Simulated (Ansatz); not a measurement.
# LuSi2: how the settings move a single-point run

Aim: see which settings change the result for LuSi2, by how much, and at what cost.

Method: reference: DFT, PBEsol, all-electron LAPW, scalar-relativistic, in Ansatz 0.2.0.

## Step 1: The structure to begin with

The structure is orthorhombic, space group Cmmm (No. 65). The conventional cell has a = 4.089 Å, b = 7.083 Å, c = 3.796 Å, α = 90.00°, β = 90.00°, γ = 90.00°. Lu (site symmetry mmm) has 12 Si at 3.00 to 3.08 Å as nearest neighbours. Si (site symmetry m2m) is surrounded by 3 Si at 2.22 to 2.43 Å and 6 Lu at 3.00 to 3.08 Å.

Structure file:

```
Lu Si
1.0
     4.08934    0.00000    0.00000
    -2.04467    3.54147    0.00000
     0.00000    0.00000    3.79622
Lu Si
1 2
Direct
  0.00000 0.00000 0.00000
  0.31333 0.65667 0.50000
  0.68667 0.34333 0.50000
```

## Step 2: Reference

The input, input.yaml:

```yaml
crystal:
  lattice:
    - [4.0893360604, 0.0, 0.0]
    - [-2.0446680302, 3.5414689129, 0.0]
    - [0.0, 0.0, 3.796218]
  atoms:
    - { symbol: Lu, position: [0.0, 0.0, 0.0] }
    - { symbol: Si, position: [0.3133333333, 0.6566666667, 0.5] }
    - { symbol: Si, position: [0.6866666667, 0.3433333333, 0.5] }
kpoints:
  mp_grid: { grid: [9, 9, 8] }
scf:
  occupations: { method: fermi_dirac, width: 0.05 }
hamiltonian:
  xc: pbesol
  pseudopotentials: { kind: all_electron, lapw: { basis_error: 0.001 } }
output:
  forces: true
  stress: true
  eigenvalues: true
  populations: true
```

Launch:

```sh
$ ansatz run input.yaml --threads 1 --pin off --max-ram 3072MiB --backend cpu --events-out ev --progress --plain --runs-dir out
```

## Step 3: Again, with occupations.method gaussian, accuracy medium

Edit input.yaml of step 2 so:

```diff
@@ -12,3 +12,3 @@
 scf:
-  occupations: { method: fermi_dirac, width: 0.05 }
+  occupations: { method: gaussian, width: 0.05 }
 hamiltonian:
@@ -21 +21,2 @@
   populations: true
+accuracy: medium
```

## Step 4: Changing settings: mp_grid.grid [6, 6, 5]

Edit input.yaml of step 2 so:

```diff
@@ -10,3 +10,3 @@
 kpoints:
-  mp_grid: { grid: [9, 9, 8] }
+  mp_grid: { grid: [6, 6, 5] }
 scf:
```

Q: Predict the outcome of this session. Wanted: for each run, ending; energy change; pressure; gap; force.

**Answer**, as computed:

| run | ending | energy change | pressure (GPa) | gap (eV) | force (eV/Å) | cycles | time |
| --- | --- | --- | --- | --- | --- | --- | --- |
| reference | converged | 0 | -2.5 | 0.00 | 1.41 | 10 | 63 s |
| 1: occupations.method gaussian, accuracy medium | converged | +0.1 meV/atom (σ→0) | -2.5 | 0.00 | 1.41 | 10 | 67 s |
| 2: mp_grid.grid [6, 6, 5] | converged | +12.8 meV/atom | -3.1 | 0.00 | 1.46 | 10 | 21 s |

Residual by cycle in the longest SCF loop of each run; runs are numbered as in the table. The quantity is the density residual dr2, in eV.

| cycle | reference | run 1 | run 2 |
| --- | --- | --- | --- |
| 1 | 0.931 | 0.933 | 0.833 |
| 2 | 0.347 | 0.351 | 0.302 |
| 3 | 0.266 | 0.269 | 0.243 |
| 4 | 0.0404 | 0.0398 | 0.0385 |
| 5 | 0.00118 | 0.0013 | 9.8e-4 |
| 6 | 2.9e-4 | 3.1e-4 | 2.7e-4 |
| 7 | 1.2e-5 | 1.1e-5 | 2.0e-5 |
| 8 | 1.4e-6 | 1.5e-6 | 1.1e-6 |
| 9 | 2.5e-7 | 2.5e-7 | 2.2e-7 |
| 10 | 2.5e-8 | 2.6e-8 | 3.0e-8 |

**Reading.** Of the variants the dearest is «occupations.method gaussian, accuracy medium» (67 s), the cheapest «mp_grid.grid [6, 6, 5]» (21 s), on a shared host.
